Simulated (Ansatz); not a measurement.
Write a Python script for Ansatz 0.2.0 through its Python package that makes a single point in a Gaussian basis of C3H7BO2, SMILES CB(C)OC=O. Use: PBE0, def2-SVPD basis, multiplicity 1, D3BJ dispersion.

```xyz
13

C    -0.2807   -1.9469   -0.1413
B    -0.1020   -0.3347   -0.0381
C     1.3228    0.2304    0.3014
O    -1.1981    0.5796   -0.2706
C    -1.2669    1.9602   -0.2273
O    -0.2260    2.6382    0.0521
H    -0.6650   -2.1421   -1.1692
H    -1.0530   -2.1985    0.5827
H     0.6164   -2.4398    0.0801
H     1.3148    0.8095    1.2838
H     2.0651   -0.6053    0.4658
H     1.7330    0.8878   -0.4917
H    -2.2398    2.5268   -0.4129
```

`run_energy.py`
```python
from pathlib import Path

import ansatz as az

config = {
    "basis": "def2-SVPD",
    "functional": "pbe0",
    "vdw": "d3bj",
}

GEOMETRY = """
C    -0.28070   -1.94690   -0.14130
B    -0.10200   -0.33470   -0.03810
C     1.32280    0.23040    0.30140
O    -1.19810    0.57960   -0.27060
C    -1.26690    1.96020   -0.22730
O    -0.22600    2.63820    0.05210
H    -0.66500   -2.14210   -1.16920
H    -1.05300   -2.19850    0.58270
H     0.61640   -2.43980    0.08010
H     1.31480    0.80950    1.28380
H     2.06510   -0.60530    0.46580
H     1.73300    0.88780   -0.49170
H    -2.23980    2.52680   -0.41290
"""


def main() -> None:
    system = az.Crystal.molecule()
    for line in GEOMETRY.strip().splitlines():
        symbol, *xyz = line.split()
        system = system.atom(symbol, [float(v) for v in xyz])

    setup = system.calculation()
    setup = setup.basis(gaussian=config["basis"])
    setup = setup.functional(config["functional"], dispersion=config["vdw"])
    setup = setup.orbitals()
    result = setup.run(runs_dir="c3h7bo2_runs")
    rep = result.report

    print(f"E = {rep['free_energy_ev']:.6f} eV = {rep['free_energy_ev'] / 27.211386246:.7f} Ha")
    print("converged:", rep["converged"], " doubts:", rep["published_state_doubts"] or "none")

    lines = Path(rep["orbitals_path"]).read_text().splitlines()
    field_of = lambda key: [line.split("=")[1].strip() for line in lines if line.startswith(key)]
    orbitals = [(27.211386 * float(e), s, float(n)) for e, s, n in zip(field_of("Ene="), field_of("Spin="), field_of("Occup="))]
    homo = max(e for e, _, n in orbitals if n > 0.5)
    lumo = min(e for e, _, n in orbitals if n < 0.5)
    for e, spin, n in sorted(orbitals):
        if homo - 15 < e < lumo + 5:
            print(f"{spin:6s} {e:10.3f} eV  occupation {n:.0f}")


if __name__ == "__main__":
    main()
```

```console
$ python run_energy.py
E = -7982.010738 eV = -293.3334842 Ha
converged: True  doubts: none
Alpha     -20.045 eV  occupation 2
Alpha     -18.840 eV  occupation 2
Alpha     -18.278 eV  occupation 2
Alpha     -15.224 eV  occupation 2
Alpha     -13.486 eV  occupation 2
Alpha     -12.804 eV  occupation 2
Alpha     -12.007 eV  occupation 2
Alpha     -11.549 eV  occupation 2
Alpha     -11.491 eV  occupation 2
Alpha     -11.229 eV  occupation 2
Alpha     -10.845 eV  occupation 2
Alpha      -9.868 eV  occupation 2
Alpha      -9.588 eV  occupation 2
Alpha      -8.737 eV  occupation 2
Alpha      -8.054 eV  occupation 2
Alpha      -1.501 eV  occupation 0
Alpha       0.150 eV  occupation 0
Alpha       0.287 eV  occupation 0
Alpha       1.094 eV  occupation 0
Alpha       1.653 eV  occupation 0
Alpha       2.026 eV  occupation 0
Alpha       2.216 eV  occupation 0
Alpha       2.455 eV  occupation 0
Alpha       2.765 eV  occupation 0
Alpha       2.978 eV  occupation 0
Alpha       3.102 eV  occupation 0
Alpha       3.287 eV  occupation 0
Alpha       3.481 eV  occupation 0
```

Total energies depend on the basis set; only differences at equal settings carry meaning. The geometry is a force-field or estimated start, not a minimum of this method, and the basis set is short of its limit. Alpha marks a spatial orbital of a restricted run, filled by both spins. Levels such as HOMO and LUMO are orbital energies: with these approximate functionals they aren't the ionisation energy and electron affinity, and their gap isn't the fundamental gap. Run time: 9.3 s on 1 thread of Arm Neoverse V1 (shared host), peak memory 0.46 GiB.

(Lines on the test bed's own set-up are left out of the output.)
